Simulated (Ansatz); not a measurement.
Write a Python script for Ansatz 0.2.0 through its Python package that makes vertical spin-state energies of C2H7AlO, SMILES C[CH](O)[AlH2]. Settings (for the species named): r2scan0, aug-cc-pVDZ basis, multiplicity 1.

Contents of `c2h7alo.xyz`:
```text
11

C    -0.76820    0.93790    0.17740
C    -0.08740   -0.34420    0.36850
O     0.80540   -0.22700    1.40510
Al    0.97920   -0.85510   -1.29340
H    -1.53980    0.88950   -0.68930
H    -1.37760    1.26340    1.08560
H    -0.06750    1.79920   -0.05400
H    -0.78110   -1.13230    0.57650
H     0.31900   -0.24680    2.30420
H     2.04400    0.09280   -1.85020
H     0.53930   -2.23430   -2.00970
```

The script, `c2h7alo.py`:
```python
import ansatz

mol = ansatz.Crystal.molecule_from_extxyz("c2h7alo.xyz")

calculation = mol.calculation().basis(gaussian="aug-cc-pVDZ").functional("r2scan0")
found = {}
for unpaired in [0, 2]:
    report = calculation.spin("collinear", total=unpaired).run(threads=1).report
    s = unpaired / 2
    found[unpaired] = report["free_energy_ev"]
    print(f"2S+1 = {unpaired + 1}: E = {found[unpaired]:.5f} eV, <S^2> = {abs(report['mean_field']['state']['spin_squared']):.3f} (pure state {s * (s + 1):.2f})")
lowest = min(found, key=found.get)
for unpaired, e in found.items():
    print(f"multiplicity {unpaired + 1}: {23.060548 * (e - found[lowest]):.1f} kcal/mol above the lowest")
```

Output of `python c2h7alo.py`:
```text
2S+1 = 1: E = -10827.48343 eV, <S^2> = 0.000 (pure state 0.00)
2S+1 = 3: E = -10823.71721 eV, <S^2> = 2.010 (pure state 2.00)
multiplicity 1: 0.0 kcal/mol above the lowest
multiplicity 3: 86.9 kcal/mol above the lowest
```

In order: multiplicity 1 (+0.00 eV) and multiplicity 3 (+3.77 eV), all at the one geometry.

What to keep in mind:
- Total energies depend on the basis set; only differences at equal settings carry meaning.
- The geometry is a force-field or estimated start, not a minimum of this method, and the basis set is short of its limit. All parts are taken at fixed geometry, without zero-point energy.
- Finished in 58 s on 1 thread of Arm Neoverse V1 (shared host), peak memory 0.58 GiB.
